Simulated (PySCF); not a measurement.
# FGaH₅N: NMR shifts at several levels of theory, part 2 of 2

PySCF 2.14.0. Atoms count from 0. The steps go on from the part before.

## 10. Nuclear shieldings: B97-D/pcSseg-2

The job: settings as JSON, then the geometry in Å.

```
{"job": {"kind": "nmr", "xc": "B97-D", "basis": "pcSseg-2", "pop": false}, "charge": 0, "multiplicity": 1}
N      1.023293     0.027329     0.030334
Ga    -1.098965    -0.185098     0.028253
F     -1.281326     1.398997    -0.780742
H      1.553972    -0.734951     0.451133
H      1.336172     0.139630    -0.934388
H      1.256967     0.889097     0.524321
H     -1.431822    -0.143753     1.566303
H     -1.303373    -1.410860    -0.938069
```

With the program's defaults for keys left out, this is: GIAO B97-D/pcSseg-2 NMR shielding, non-relativistic, gas phase.

Output:

```text
coarse grid: 30200 points
cycle   1  E = -2083.3510739605  dE = -5.487e-01  |g| = 1.220e+00  |ddm| = 1.825e+00
cycle   2  E = -2082.0600107106  dE =  1.291e+00  |g| = 3.041e+00  |ddm| = 2.421e+00
cycle   3  E = -2083.4588177152  dE = -1.399e+00  |g| = 5.671e-01  |ddm| = 2.263e+00
cycle   4  E = -2083.5034351923  dE = -4.462e-02  |g| = 2.204e-01  |ddm| = 3.313e-01
cycle   5  E = -2083.5083384826  dE = -4.903e-03  |g| = 4.195e-02  |ddm| = 7.899e-02
cycle   6  E = -2083.5086895817  dE = -3.511e-04  |g| = 1.536e-02  |ddm| = 3.088e-02
cycle   7  E = -2083.5087290020  dE = -3.942e-05  |g| = 6.016e-03  |ddm| = 7.783e-03
cycle   8  E = -2083.5087345690  dE = -5.567e-06  |g| = 7.784e-04  |ddm| = 3.098e-03
final grid: 62752 points
cycle   9  E = -2083.5087072311  dE = -3.142e-07  |g| = 1.511e-03  |ddm| = 2.458e-03
cycle  10  E = -2083.5087059538  dE =  1.277e-06  |g| = 3.255e-03  |ddm| = 2.327e-03
cycle  11  E = -2083.5087076134  dE = -1.660e-06  |g| = 2.673e-04  |ddm| = 1.534e-03
cycle  12  E = -2083.5087076230  dE = -9.667e-09  |g| = 8.434e-05  |ddm| = 1.286e-04
cycle  13  E = -2083.5087076237  dE = -7.258e-10  |g| = 6.650e-06  |ddm| = 3.480e-05
converged SCF energy = -2083.5087076237

GIAO shielding tensors (ppm)
atom      isotropic    diamagn.    paramagn.     s11        s22        s33       span
  0 N      227.678     306.633     -78.955    220.144    221.603    241.287     21.142
  1 Ga    1467.317    2639.800   -1172.483   1275.396   1473.572   1652.981    377.585
  2 F      374.233     473.154     -98.921    297.489    370.154    455.056    157.567
  3 H       29.954      29.081       0.873     24.184     25.164     40.514     16.330
  4 H       29.519      29.315       0.204     23.811     26.165     38.582     14.771
  5 H       29.522      29.334       0.188     23.811     26.189     38.566     14.755
  6 H       26.503      28.047      -1.545     20.764     21.644     37.100     16.336
  7 H       26.501      28.039      -1.538     20.762     21.643     37.098     16.336
```

Run time: 16 s. Hardware: 1 thread of Arm Neoverse V2, shared host; peak memory 0.92 GiB.

This run: δ N0 30.2, Ga1 213, F2 -220.1, H6 4.89, H3 1.73 ppm (means over like atoms).

## 11. NMR shieldings: B3LYP/pcSseg-2

The job, as its differences from that of step 10:

```diff
@@ -1,2 +1,2 @@
-{"job": {"kind": "nmr", "xc": "B97-D", "basis": "pcSseg-2", "pop": false}, "charge": 0, "multiplicity": 1}
+{"job": {"kind": "nmr", "xc": "B3LYP", "basis": "pcSseg-2", "pop": false}, "charge": 0, "multiplicity": 1}
 N      1.023293     0.027329     0.030334
```

With the program's defaults for keys left out, this is: GIAO B3LYP/pcSseg-2 NMR shielding, non-relativistic, gas phase.

Output:

```text
coarse grid: 30200 points
cycle   1  E = -2082.5380873879  dE = -5.903e-01  |g| = 1.348e+00  |ddm| = 1.805e+00
cycle   2  E = -2082.0875146512  dE =  4.506e-01  |g| = 2.317e+00  |ddm| = 1.323e+00
cycle   3  E = -2082.6792596142  dE = -5.917e-01  |g| = 3.325e-01  |ddm| = 1.056e+00
cycle   4  E = -2082.6942975391  dE = -1.504e-02  |g| = 1.225e-01  |ddm| = 1.685e-01
cycle   5  E = -2082.6957240514  dE = -1.427e-03  |g| = 1.211e-02  |ddm| = 4.260e-02
cycle   6  E = -2082.6957471661  dE = -2.311e-05  |g| = 2.259e-03  |ddm| = 8.879e-03
cycle   7  E = -2082.6957480322  dE = -8.662e-07  |g| = 8.278e-04  |ddm| = 1.510e-03
final grid: 62752 points
cycle   8  E = -2082.6957034755  dE = -1.197e-07  |g| = 1.206e-03  |ddm| = 1.560e-03
cycle   9  E = -2082.6957031324  dE =  3.431e-07  |g| = 1.824e-03  |ddm| = 1.249e-03
cycle  10  E = -2082.6957037384  dE = -6.060e-07  |g| = 1.046e-04  |ddm| = 7.736e-04
cycle  11  E = -2082.6957037397  dE = -1.332e-09  |g| = 2.042e-05  |ddm| = 4.534e-05
cycle  12  E = -2082.6957037398  dE = -6.230e-11  |g| = 3.692e-06  |ddm| = 1.321e-05
converged SCF energy = -2082.6957037398

GIAO shielding tensors (ppm)
atom      isotropic    diamagn.    paramagn.     s11        s22        s33       span
  0 N      228.944     306.135     -77.191    220.687    222.736    243.409     22.722
  1 Ga    1488.170    2636.659   -1148.488   1294.079   1486.617   1683.815    389.736
  2 F      389.428     473.093     -83.665    319.039    379.369    469.875    150.835
  3 H       29.923      29.243       0.679     24.052     25.013     40.703     16.650
  4 H       29.426      29.409       0.017     23.558     25.980     38.740     15.183
  5 H       29.428      29.425       0.003     23.557     26.004     38.724     15.168
  6 H       26.656      27.888      -1.232     20.882     21.752     37.333     16.451
  7 H       26.654      27.880      -1.226     20.880     21.751     37.331     16.452
```

Wall time 11 s (1 thread of Arm Neoverse V2, shared host); peak memory 0.87 GiB.

Key values: δ N0 29.6, Ga1 206, F2 -219.7, H6 4.73, H3 1.80 ppm (means over like atoms).

## 12. Side by side: NMR shifts

Shifts (ppm), means over like atoms, with basis size and wall time:

```
           run    H6    H3    N0  Ga1      F2  functions   time
   HF/pcSseg-2  4.08  2.10  19.1  129  -193.9        205  6.5 s
  LDA/pcSseg-2  5.34  1.68  34.5  287  -228.1        205   14 s
  PBE/pcSseg-2  4.99  1.66  32.3  241  -226.6        205   16 s
 BLYP/pcSseg-2  4.97  1.71  33.6  230  -223.8        205   16 s
 BP86/pcSseg-2  5.03  1.67  30.7  235  -227.0        205   16 s
 OPBE/pcSseg-2  4.73  1.64  29.9  208  -223.8        205   16 s
  KT2/pcSseg-2  4.95  1.69  29.7  238  -232.3        205   17 s
  KT3/pcSseg-2  4.63  1.71  29.9  203  -226.8        205   16 s
B97-D/pcSseg-2  4.89  1.73  30.2  213  -220.1        205   16 s
B3LYP/pcSseg-2  4.73  1.80  29.6  206  -219.7        205   11 s
```

## 13. Results

What follows sums up all 2 parts.

```
                                                            quantity           value
¹H shifts against TMS (HF/pcSseg-2, means over atoms taken as alike)  4.08, 2.10 ppm
                                ¹⁵N shifts against NH3 (HF/pcSseg-2)        19.1 ppm
                             ⁷¹Ga shifts against GaH4- (HF/pcSseg-2)         129 ppm
                              ¹⁹F shifts against CFCl3 (HF/pcSseg-2)      -193.9 ppm
                                           range of the shift of Ga1  129 to 287 ppm
```

Single values in the summary come from the first run of each kind that ended normally (HF/pcSseg-2), which need not be the best level. At HF/pcSseg-2: The widest tensor belongs to Ga1: span 387 ppm, with a paramagnetic part of -934 ppm. In ppm, Ga1 moves most: its shift spreads over 158 ppm, from 129 (HF/pcSseg-2) to 287 (LDA/pcSseg-2). Spin-orbit coupling is left out, which matters for shieldings and couplings at and beside the heavy atoms.
